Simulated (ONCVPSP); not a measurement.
# Nitrogen: generating and testing an ONCV potential

Do these settings give a usable potential? It is generated, then checked for transferability, scattering, ghosts and hardness.

Method: ONCVPSP 4.0.1, PBEsol, scalar-relativistic.

### Step 1. The design

The settings as typed:

```
element                 : nitrogen (N, Z = 7)
type                    : optimised norm-conserving Vanderbilt (ONCV)
frozen core             : [He]
valence charge          : 5
reference configuration : 2s2 2p3
partial waves           : 2s: rc 0.95 bohr, ncon 4, nbas 8, qcut 8.1 1/bohr, 2 projectors, debl 3.4 Ha; 2p: rc 1.65 bohr, ncon 4, nbas 7, qcut 6.5 1/bohr, 2 projectors, debl 4 Ha; d scattering state at 0.29 Ha: rc 1.35 bohr, ncon 3, nbas 7, qcut 6.8 1/bohr, 2 projectors, debl 3.3 Ha
local potential         : polynomial inside 0.75 bohr (lpopt 5, dvloc0 0 Ha)
core correction         : Teter function, fcfact 5.5, rcfact 1.3
```

### Step 2. Generating the potential

File N.dat:

```
# ATOM AND REFERENCE CONFIGURATION
# atsym  z   nc   nv     iexc    psfile
  N 7.00    1    2  -116133      upf
#
#   n    l    f
    1    0    2.00
    2    0    2.00
    2    1    3.00
#
# PSEUDOPOTENTIAL AND OPTIMIZATION
# lmax
    2
#
#   l,   rc,      ep,       ncon, nbas, qcut
    0    0.95    0.00    4    8    8.10
    1    1.65    0.00    4    7    6.50
    2    1.35    0.29    3    7    6.80
#
# LOCAL POTENTIAL
# lloc, lpopt,  rc(5),   dvloc0
    4    5    0.75    0.00
#
# VANDERBILT-KLEINMAN-BYLANDER PROJECTORs
# l, nproj, debl
    0    2    3.40
    1    2    4.00
    2    2    3.30
#
# MODEL CORE CHARGE
# icmod, fcfact, rcfact
    3    5.50    1.30
#
# LOG DERIVATIVE ANALYSIS
# epsh1, epsh2, depsh
   -2.00    5.00    0.02
#
# OUTPUT GRID
# rlmax, drl
    6.00    0.01
#
# TEST CONFIGURATIONS
# ncnf
    4
# nvcnf
#   n    l    f
    2
    2    0    2.00
    2    1    2.00
#
    2
    2    0    2.00
    2    1    1.00
#
    2
    2    0    2.00
    2    1    0.00
#
    2
    2    0    1.00
    2    1    4.00
#
```

Command:

```
oncvpsp.x < N.dat > N.out
```

What does the calculation give? Wanted: cutoffs for 1 and 0.1 mHa per electron, occupied waves; bound ghosts; GHOST(+) flags; largest test error; largest phase difference near zero energy, channels read; rms error of d²Exc/dn², without and with the model core.

As calculated:

```
                                                quantity                   value
  cutoffs for 1 and 0.1 mHa per electron, occupied waves         28 Ha and 57 Ha
                                            bound ghosts              none found
                                          GHOST(+) flags      none at low energy
                            largest test error (AE − PS)  +1056 meV, for 2s2 2p0
largest phase difference near zero energy, channels read               0.000 rad
 rms error of d²Exc/dn², without and with the model core       1.73 and 1.35 mHa
```

What this shows: The worst unpolarised test, 2s2 2p0, is off by 1056 meV on 89.1 eV; by total energies transferability rates as poor. That test lies far up in energy; among those under 40 eV, nearer to bonding, the largest error is 31 meV. By its cutoff, 28 Ha for the looser tolerance, it is of middling hardness. At the looser tolerance the 2s wave is the slowest; 2p needs 19 Ha. No bound ghost shows below the valence levels. Near zero energy the phases of the channels with partial waves agree within 0.001 rad. All of this concerns the isolated atom, not yet a solid.
